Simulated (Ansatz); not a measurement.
# Pb2(OH)4 in a box, plane waves

Ansatz 0.2.0, DFT PBE, spin-orbit coupling, plane waves, PAW, molecule in a box. The geometry was relaxed with Gaussian bases (PBE0; Pb def2-SVP with ECP60, O def2-SVP, H def2-SVP).

```yaml
crystal:
  lattice:
    - [12.43, 0.0, 0.0]
    - [0.0, 11.77, 0.0]
    - [0.0, 0.0, 13.11]
  atoms:
    - { symbol: Pb, position: [0.48513113, 0.46816398, 0.64138978] }
    - { symbol: Pb, position: [0.48513113, 0.46816398, 0.35877193] }
    - { symbol: O, position: [0.55797426, 0.38232795, 0.50008085] }
    - { symbol: H, position: [0.63528399, 0.39194477, 0.50008085] }
    - { symbol: O, position: [0.41462027, 0.55540442, 0.50008085] }
    - { symbol: H, position: [0.36202735, 0.61558624, 0.50008085] }
    - { symbol: O, position: [0.61907321, 0.5778972, 0.65691152] }
    - { symbol: H, position: [0.63793564, 0.61807732, 0.59535774] }
    - { symbol: O, position: [0.61907321, 0.5778972, 0.34324943] }
    - { symbol: H, position: [0.63793564, 0.61807732, 0.4048032] }
basis:
  ecutwfc: 420
  ecutrho_ratio: 4
kpoints:
  mp_grid: { grid: [1, 1, 1] }
hamiltonian:
  xc: pbe
scf:
  occupations: { method: gaussian, width: 0.01 }
output:
  forces: true
  eigenvalues: true
  populations: true
  write_density: true
  write_potential: true
  elf: true
  volumetric_format: npy
magnetization:
  noncollinear: true
  spin_orbit: true
```

Command:
```sh
ansatz run input.yaml --threads 2 --pin off --max-ram 5120MiB --backend cpu --events-out ev --progress --plain --runs-dir out
```
It took 36 s on 2 threads of Arm Neoverse V1, with other jobs on the host, peak memory 2.6 GiB.

Problem. How does the SCF go?

Solution. 
```
SCF iter   1: F=—  HF=-26231.855346 eV  |F-HF|=—  |Δ(HF+E_count)|=         —  Δρ=3.86e-2
preconditioner: auto → Resta (q_TF=auto, 1.514 Å⁻¹)  ε∞=1.2  [insulator: Δε(μ)=5.442 eV  Ē_g=14.648 eV  σ=0.010 eV  W_gap=1.00  n_
spin=Noncollinear: Resta preconditioning applied to the charge; magnetization (m_x, m_y, m_z) channels mix plain (no charge-respon
SCF iter   2: F=—  HF=-26222.490830 eV  |F-HF|=—  |Δ(HF+E_count)|=    9.36e0  Δρ=1.23e-2
SCF iter   3: F=—  HF=-26222.173874 eV  |F-HF|=—  |Δ(HF+E_count)|=   3.17e-1  Δρ=8.35e-3
...
SCF iter   6: F=—  HF=-26222.021802 eV  |F-HF|=—  |Δ(HF+E_count)|=   1.77e-3  Δρ=1.70e-4
SCF iter   7: F=—  HF=-26222.021828 eV  |F-HF|=—  |Δ(HF+E_count)|=   2.55e-5  Δρ=7.12e-5
SCF iter   8: F=—  HF=-26222.021886 eV  |F-HF|=—  |Δ(HF+E_count)|=   5.79e-5  Δρ=3.17e-5
SCF iter   9: F=—  HF=-26222.021884 eV  |F-HF|=—  |Δ(HF+E_count)|=   1.99e-6  Δρ=7.70e-6
SCF iter  10: F=-26222.021884 eV  HF=-26222.021884 eV  |F-HF|=3.27e-8  |Δ(HF+E_count)|=   1.61e-7  Δρ=2.41e-6
```

Problem. Which levels lie next to the highest filled one (eV, counted from it)?

Solution. Filled: -0.87, -0.87, -0.29, -0.29, -0.17, -0.17, -0.10, -0.10, 0.00, 0.00. Empty: 3.79, 3.79, 4.52, 4.52, 5.07, 5.07, 5.27, 5.27.

Problem. What forces are left at this geometry, relaxed with Gaussian bases (eV/Å)?

Solution. 
```
Pb  -0.04 -0.04  0.11
Pb  -0.04 -0.04 -0.11
O   -0.25 -0.27  0.00
H    0.27  0.07  0.00
O    0.08 -0.08  0.00
H   -0.21  0.19  0.00
O    0.09 -0.05  0.41
H    0.01  0.14 -0.29
O    0.09 -0.05 -0.41
H    0.01  0.14  0.29
```

The highest of the empty levels listed lie near the vacuum level and may be states of the box.

The Gaussian-basis geometry is a saddle point of its own level.

The forces come from the other functional as well as from the basis.
